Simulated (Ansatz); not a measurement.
# Be (fcc type): how the settings move a single-point run

Question: which choices in the input matter for Be (fcc type)?

Program: Ansatz 0.2.0. Level of theory: reference: DFT, LDA, all-electron LAPW, scalar-relativistic. These are calculated values, not measurements.

1 further run of the same task is left out (it didn't finish). Runs told in other sessions of the task aren't counted.

### Step 1. Starting point

The structure is cubic, space group Fm-3m (No. 225). The conventional cell has a = 2.620 Å, b = 2.620 Å, c = 2.620 Å, α = 90.00°, β = 90.00°, γ = 90.00°. Around Be (site symmetry m-3m) lie 12 Be at 1.85 Å.

As a file:

```cif
data_structure
_symmetry_space_group_name_H-M 'P 1'
_symmetry_Int_Tables_number 1
_cell_length_a 1.8528
_cell_length_b 1.8528
_cell_length_c 1.8528
_cell_angle_alpha 60.000
_cell_angle_beta 60.000
_cell_angle_gamma 60.000
_cell_volume 4.50
loop_
_atom_site_label
_atom_site_type_symbol
_atom_site_fract_x
_atom_site_fract_y
_atom_site_fract_z
_atom_site_occupancy
Be1 Be 0.00000 0.00000 0.00000 1
```

### Step 2. Baseline

Input file input.yaml:

```yaml
crystal:
  lattice:
    - [0.0, 1.3101229092, 1.3101229092]
    - [1.3101229092, 0.0, 1.3101229092]
    - [1.3101229092, 1.3101229092, 0.0]
  atoms:
    - { symbol: Be, position: [0.0, 0.0, 0.0] }
kpoints:
  mp_grid: { grid: [21, 21, 21] }
scf:
  occupations: { method: fermi_dirac, width: 0.05 }
hamiltonian:
  xc: lda
  pseudopotentials: { kind: all_electron, lapw: { basis_error: 0.001 } }
output:
  forces: true
  stress: true
  eigenvalues: true
  populations: true
```

Command:

```console
$ ansatz run input.yaml --threads 1 --pin off --max-ram 2048MiB --backend cpu --events-out ev --progress --plain --runs-dir out
```

### Step 3. Variant: mixing.algorithm broyden, mixing.beta 0.05, xc pbesol

input.yaml, as its differences from that of step 2:

```diff
@@ -11,4 +11,5 @@
   occupations: { method: fermi_dirac, width: 0.05 }
+  mixing: { algorithm: broyden, beta: 0.05 }
 hamiltonian:
-  xc: lda
+  xc: pbesol
   pseudopotentials: { kind: all_electron, lapw: { basis_error: 0.001 } }
```

Q: Predict the outcome of this session. Wanted: for each run, ending; energy change; pressure; gap; force.

As calculated:

| run | ending | energy change | pressure (GPa) | gap (eV) | force (eV/Å) | cycles | time |
| --- | --- | --- | --- | --- | --- | --- | --- |
| reference | converged | - | 156.6 | 0.00 | 0.00 | 4 | 4.8 s |
| 1: mixing.algorithm broyden, mixing.beta 0.05, xc pbesol | converged | not comparable | 168.0 | 0.00 | 0.00 | 5 | 5 s |

Residual by cycle in the longest SCF loop of each run; runs are numbered as in the table. The quantity is the density residual dr2, in eV.

| cycle | reference | run 1 |
| --- | --- | --- |
| 1 | 4.5e-4 | 4.2e-4 |
| 2 | 1.3e-4 | 3.8e-4 |
| 3 | 2.2e-6 | 1.8e-5 |
| 4 | 1.1e-9 | 1.7e-6 |
| 5 | - | 9.6e-10 |

What this shows: After a change of functional the difference of the totals has no physical meaning; the pressure goes from 156.6 to 168.0 GPa. At this fixed cell a higher pressure means that this functional prefers a larger volume than the reference. The structure is not at rest: the sound run finds 157 GPa, so these are no properties of the relaxed crystal. 
